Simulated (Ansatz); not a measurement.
GdO, 2 atoms in the cell. It takes space group Pm-3m (No. 221, cubic). Conventional cell: a = 2.802 Å, b = 2.802 Å, c = 2.802 Å, α = 90.00°, β = 90.00°, γ = 90.00°. Gd (site symmetry m-3m) is surrounded by 8 O at 2.43 Å. Around O (site symmetry m-3m) lie 8 Gd at 2.43 Å. The cell comes from a database or a generator and needn't be the stable form of this composition.

| Item | Value |
| --- | --- |
| Program | Ansatz 0.2.0 |
| Task | projected density of states |
| Functional | r2SCAN |
| Potentials or basis | Ansatz PAW |
| Cutoff | 500 eV (not typed: the program's choice for these potentials) |
| k mesh | 9 × 9 × 9 |
| Occupations | fermi-dirac, width 0.05 eV |
| Spin | collinear spin, ferromagnetic start |
| Starting moments | [7.0, 0.0] μB |

Potentials or basis: Ansatz PAW.

Command:

```sh
$ ansatz run input.yaml --threads 2 --pin off --max-ram 5632MiB --backend cpu --events-out ev --progress --plain --runs-dir out
```

Hardware: 2 threads of Arm Neoverse V2 (shared host).

How long does it take, and how much memory?

Wall time 7.9 s on 2 threads of Arm Neoverse V2 (shared host), peak memory 0.4 GiB. Counts: scf iterations 14, plane waves 587, k points 35, bands 18.
